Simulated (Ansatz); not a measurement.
# PBr (P-1) in Ansatz: settings compared, part 2 of 2

Ansatz 0.2.0. Earlier steps stand in the parts before.

## Step 6: Band structure, r2SCAN

input.yaml

```yaml
crystal:
  lattice:
    - [4.938563, 0.0, 0.0]
    - [-2.06239, 5.194497, 0.0]
    - [-0.696781, -0.653765, 6.233256]
  atoms:
    - { symbol: Br, position: [0.665798, 0.855013, 0.242756] }
    - { symbol: Br, position: [0.334202, 0.144987, 0.757244] }
    - { symbol: P, position: [0.64072, 0.499757, 0.631871] }
    - { symbol: P, position: [0.35928, 0.500243, 0.368129] }
hamiltonian:
  xc: r2scan
  pseudopotentials: { kind: paw }
kpoints:
  mp_grid: { grid: [4, 3, 3] }
  band_path:
    path:
      - [[0.0, 0.0, -0.5], [0.0, 0.0, 0.0], [0.0, 0.5, 0.0]]
      - [[0.0, 0.5, -0.5], [0.0, 0.0, 0.0], [0.5, -0.5, 0.0]]
      - [[0.5, -0.5, -0.5], [0.0, 0.0, 0.0], [0.5, 0.0, 0.0]]
      - [[0.5, 0.0, -0.5], [0.0, 0.0, 0.0]]
    npoints: 14
scf:
  occupations: { method: fermi_dirac, width: 0.05 }
  n_extra_bands: 10
output:
  forces: true
  stress: true
  eigenvalues: true
  fatbands: false
```

Potentials or basis: Ansatz PAW.

Command:

```sh
> ansatz run input.yaml --threads 2 --pin off --max-ram 5632MiB --backend cpu --events-out ev --progress --plain --runs-dir out
```

Standard output:

```text
Warning: RAYON_NUM_THREADS=2 ignored (pool sized by the plan → 2); use --threads N
scf.n_extra_bands = 10 over 12 filled bands (N_el = 24.0): the run solves 22 bands
Engine: ansatz 0.2.0, x86_64-unknown-linux-gnu
Pseudopotentials: kind: paw
Pseudopotential: Br, paw, valence charge 7, recommended cutoff 500 eV (meta_gga), Br.paw.azcp
Pseudopotential: P, paw, valence charge 5, recommended cutoff 500 eV (meta_gga), P.paw.azcp
Functional definition: r2SCAN
  parameter k0 = 0.174
  parameter k1 = 0.065
  parameter a1 = 4.9479
  exchange = r2scan_x(k0 = k0, k1 = k1, a1 = a1)
  correlation = r2scan_c
Crystal: 4 atoms, lattice volume = 159.904 Å³
Basis set: ecut = 500 eV, 4031 PW (Γ), exchange–correlation on 160×180×192 points (64 copies of the dense FFT grid, shifted against one another)
Bands: 22, of which v1, the nominal top of the filled ones, is band 12 counted from 1 (11 counted from 0)
Symmetry: 2 space group operations
Space group: P-1 (ITA 2), of the structure as read, at distance tolerance 5.4e-5 Å
k-points: 19 of 36
Non-local potential: Br, projectors of the file, l = 0: 2, l = 1: 2, l = 2: 2
Non-local potential: P, projectors of the file, l = 0: 2, l = 1: 2, l = 2: 2
PAW form: soft (Blöchl's): semilocal exchange-correlation on the pseudo side does not see the compensation charge
PAW frozen core: Br, regenerated for the run's functional (the file was generated under x = pbe(κ = 0.804, μ = 0.2195149727645171), c = pbe(β = 0.06672455060314922))
PAW frozen core: P, regenerated for the run's functional (the file was generated under x = pbe(κ = 0.804, μ = 0.2195149727645171), c = pbe(β = 0.06672455060314922))
PAW one-centre angular grid: Br, 302 points (default); XC on 160 Gauss nodes
PAW one-centre angular grid: P, 302 points (default); XC on 160 Gauss nodes
Initial density: superposition of atomic densities (neutral atoms: chi_scale 0, normalization atom), corrected by the library's trained network
Initial wavefunctions: pseudopotential atomic-orbital guess
Functional: x = r2scan, c = r2scan; τ floored in thin density (d = 2e-4 eV/Å³)
SCF iter   1: F=—  HF=-7104.076257 eV  |F-HF|=—  |Δ(HF+E_count)|=         —  Δρ=4.82e-3  dr2=8.08e-2  dr2_τ=3.23e-2  ethr=1.77e-3  ⟨swp⟩=6.6  Hψ=2622  notcnv=0  defer=17
preconditioner: auto → Resta (q_TF=auto, 1.989 Å⁻¹)  ε∞=2.6  [insulator: Δε(μ)=1.896 eV  Ē_g=10.325 eV  σ=0.050 eV  W_gap=1.00  n_scr=20 (ndim 8)  ℏωp=13.1 eV  f_vac=0.104  D(μ)=0.00/eV (n_scr^D=0)  ε∞_Penn≈2.6]
SCF iter   2: F=—  HF=-7104.076484 eV  |F-HF|=—  |Δ(HF+E_count)|=   2.27e-4  Δρ=1.88e-3  dr2=5.18e-3  dr2_τ=6.31e-4  ethr=3.37e-4  ⟨swp⟩=3.4  Hψ=890  notcnv=0  defer=74
SCF iter   3: F=—  HF=-7104.076246 eV  |F-HF|=—  |Δ(HF+E_count)|=   2.38e-4  Δρ=7.60e-4  dr2=7.57e-4  dr2_τ=1.80e-5  ethr=2.16e-5  ⟨swp⟩=2.1  Hψ=539  notcnv=0  defer=74
SCF iter   4: F=—  HF=-7104.076426 eV  |F-HF|=—  |Δ(HF+E_count)|=   1.80e-4  Δρ=1.07e-4  dr2=1.83e-5  dr2_τ=7.87e-7  ethr=3.16e-6  ⟨swp⟩=2.9  Hψ=570  notcnv=0  defer=74
SCF iter   5: F=—  HF=-7104.076467 eV  |F-HF|=—  |Δ(HF+E_count)|=   4.09e-5  Δρ=1.63e-5  dr2=5.34e-7  dr2_τ=2.82e-8  ethr=7.62e-8  ⟨swp⟩=2.0  Hψ=518  notcnv=0  defer=74
SCF iter   6: F=-7104.076468 eV  HF=-7104.076467 eV  |F-HF|=1.87e-8  |Δ(HF+E_count)|=   8.78e-7  Δρ=3.66e-6  dr2=2.72e-8  dr2_τ=1.70e-9  ethr=4.17e-10  ⟨swp⟩=12.8  Hψ=2924  notcnv=0
SCF 1 converged in 6 iterations: F = -7104.076468 eV  dr2 = 2.72e-8
NSCF: frozen V_eff on 102 k-points
SCF converged after 6 iterations
Free energy (F): -7104.076468 eV
Harris-Foulkes:  -7104.076467 eV  (|F-HF|=1.87e-8)
Internal energy: -7104.076468 eV  (E = F + TS)
E sigma→0 (E₀):  -7104.076468 eV
Fermi energy:    0.846375 eV
--- Per-component energies (eV) ---
  E_band       = -135.078522
  E_kinetic    = 400.366206
  E_local      = -896.164235  (includes V_loc(G=0)·N_el)
  E_nonlocal   = 206.911107
  E_hartree    = 262.747474
  E_xc         = -612.471405
  E_vxc        = -352.661700  (∫ρ·V_xc dr)
  E_paw        = -5692.310331  (= ΣΔE_a)
  E_vpaw       = -37.468716  (= ΣTr[D̂ρ^β])
  E_aug_tail   = 0.000001  (compensation charges beyond the density's cutoff)
  E_vtau       = 18.443138  (kinetic-family band-sum trace: ∫τ·v_τ [+ j·A + Jᵃ·Aᵃ] dr)
  E_ewald      = -772.657213
  E_core_change = -0.498072  (= ΣΔE_core)
  E_smearing   = -0.000000  (= −TS)
  E_closure    = -0.000000  (closes the sum)
  Σ components = -7104.076468   (vs F -7104.076468, Δ=0.00e0)
--- Forces (eV/Å), atoms counted from 1 ---
  atom   1  Br    -0.06015870    -0.20488915     0.03671787
  atom   2  Br     0.06015870     0.20488915    -0.03671787
  atom   3  P     -0.18292363    -0.15128192    -0.14893578
  atom   4  P      0.18292363     0.15128192     0.14893578
  max |Σ_I F_I| component: 0.00e0 eV/Å
--- Stress (GPa, compression-positive) ---
       -0.672622      -0.192929      -0.024126
       -0.192927      -0.700761       0.208201
       -0.024129       0.208198      -0.659295
  P = ⅓ Tr σ = -0.6776 GPa (-6.776 kbar)
--- Band table (eV; the first three rows and the last of 19) ---
  k-point 0: bands = ["-15.6076", "-15.1714", "-11.2974", "-7.3260", "-4.0398", "-3.9226", "-2.6972", "-2.3327", "-2.2893", "-1.4841", "-1.1463", "-0.5663", "2.1384", "3.5548", "5.0906", "6.0809", "6.1154", "7.4544", "7.6692", "8.8532", "8.9475", "10.0302"]
  k-point 1: bands = ["-15.5601", "-15.2245", "-11.2959", "-7.3293", "-4.1276", "-3.9939", "-2.5901", "-2.2426", "-2.1409", "-1.5953", "-1.0907", "-0.4191", "1.9498", "3.2209", "5.0820", "5.6160", "6.7760", "7.5303", "7.7009", "8.6421", "9.1467", "9.9233"]
  k-point 2: bands = ["-15.5156", "-15.2378", "-11.3729", "-7.5109", "-4.0203", "-3.7177", "-2.8110", "-2.3082", "-1.9573", "-1.7512", "-0.5214", "-0.2811", "1.9288", "3.0293", "4.2135", "5.8775", "6.9212", "7.2743", "8.3139", "8.4736", "8.7733", "9.3264"]
  k-point 18: bands = ["-15.4916", "-15.2368", "-11.3167", "-7.4455", "-4.3142", "-3.9188", "-3.3407", "-2.2680", "-1.9151", "-1.8054", "-0.7089", "-0.2238", "2.4843", "3.2950", "4.7663", "6.1603", "7.0944", "7.9386", "8.1026", "9.0246", "9.1565", "9.7835"]
```

bands.tsv:

```text
# k_distance	band_0	band_1	band_2	band_3	band_4	band_5	band_6	band_7	band_8	band_9	band_10	band_11	band_12	band_13	band_14	band_15	band_16	band_17	band_18	band_19	band_20	band_21
# fermi_ev = 0.846375
[... 119 lines left out ...]
4.827683	-16.447791	-16.021601	-12.144165	-8.192174	-4.909309	-4.743240	-3.519027	-3.184522	-3.138156	-2.381626	-1.908302	-1.438765	1.314311	2.656686	4.202337	5.240608	5.331921	6.622614	6.864954	7.669186	8.439271	8.968929
4.884540	-16.452379	-16.018783	-12.143825	-8.177430	-4.892405	-4.762073	-3.536792	-3.180973	-3.136274	-2.345885	-1.968858	-1.419608	1.297803	2.694987	4.234062	5.234690	5.286992	6.613788	6.831818	7.842594	8.268625	9.072169
4.941398	-16.453927	-16.017822	-12.143725	-8.172341	-4.886184	-4.768951	-3.543592	-3.179116	-3.135675	-2.330522	-1.992671	-1.412718	1.292033	2.708427	4.244188	5.234562	5.268989	6.608003	6.822839	8.006815	8.101172	9.183811
```

It took 10 s on 2 threads of AMD EPYC 7R43 (Zen 3), shared host; peak memory 0.85 GiB.

What came out:

| Item | Value |
| --- | --- |
| Free energy | -7104.0765 eV |
| Pressure | -0.7 GPa |
| Largest force | 0.280 eV/Å |
| Band gap on the k mesh | 1.82 eV, direct |
| Band gap along the path | 1.59 eV, direct |

Forces on the atoms (eV/Å):
```
Br  -0.060 -0.205  0.037
Br   0.060  0.205 -0.037
P   -0.183 -0.151 -0.149
P    0.183  0.151  0.149
```

Levels at the corners of the path, in eV from the valence-band top:
```
point  band 8  band 9  band 10  band 11  band 12  band 13  band 14  band 15  band 16  band 17
    X   -2.32   -2.04    -1.76    -1.12    -0.45     1.81     3.05     5.01     5.45     6.87
    Γ   -2.40   -2.36    -1.55    -1.22    -0.64     2.07     3.48     5.02     6.01     6.04
    Y   -2.32   -1.87    -1.83    -0.46    -0.24     1.81     2.74     3.85     5.73     7.04
    L   -2.27   -1.91    -1.63    -0.65     0.00     1.59     3.11     3.71     4.68     7.96
    Γ   -2.40   -2.36    -1.55    -1.22    -0.64     2.07     3.48     5.02     6.01     6.04
    Z   -2.43   -2.17    -1.88    -0.87    -0.33     2.53     3.33     5.04     5.64     7.40
    N   -2.60   -1.89    -1.63    -1.11    -0.16     2.41     3.35     5.14     6.38     7.05
    Γ   -2.40   -2.36    -1.55    -1.22    -0.64     2.07     3.48     5.02     6.01     6.04
    M   -2.58   -2.42    -1.72    -0.99    -0.32     2.46     2.95     3.88     5.05     6.73
    R   -2.47   -1.90    -1.89    -0.66    -0.29     2.22     2.95     3.68     5.98     6.70
    Γ   -2.40   -2.36    -1.55    -1.22    -0.64     2.07     3.48     5.02     6.01     6.04
```

Caveat: the k mesh misses the band edges, so the gap on the mesh is wider than the one along the path; the PAW data sets come from PBE, with cores solved anew for the run's functional, which leaves a small shift of forces and pressure. r2SCAN opens gaps a little over a GGA but as a rule still falls short of measured ones.

## Step 7: Overview

| level | cutoff (eV) | gap on the mesh (eV) | pressure (GPa) | largest force (eV/Å) |
| --- | --- | --- | --- | --- |
| PBEsol | 420 | 1.62 | -0.7 | 0.25 |
| RPBE | 420 | 1.68 | 1.1 | 0.14 |
| revPBE | 420 | 1.68 | 1.0 | 0.11 |
| BLYP | 420 | 1.62 | 1.4 | 0.35 |
| r2SCAN | 500 | 1.82 | -0.7 | 0.28 |

Alike in all rows: task band structure; potentials or basis Ansatz PAW; no spin polarisation; cell as given; k mesh 4 × 3 × 3; smearing fermi-dirac 0.05 eV.

On the cell as given the gap runs from 1.39 eV (PBEsol) to 1.59 eV (r2SCAN). The pressure there spans -0.7 GPa (PBEsol) to 1.4 GPa (BLYP); a positive pressure means that this level wants a larger cell, a negative one a smaller.

Caveats: the k mesh misses the band edges, so the gap on the mesh is wider than the one along the path; the PAW data sets come from PBE, with cores solved anew for the run's functional, which leaves a small shift of forces and pressure.

Absolute energies hang on the potentials; compare differences alone.
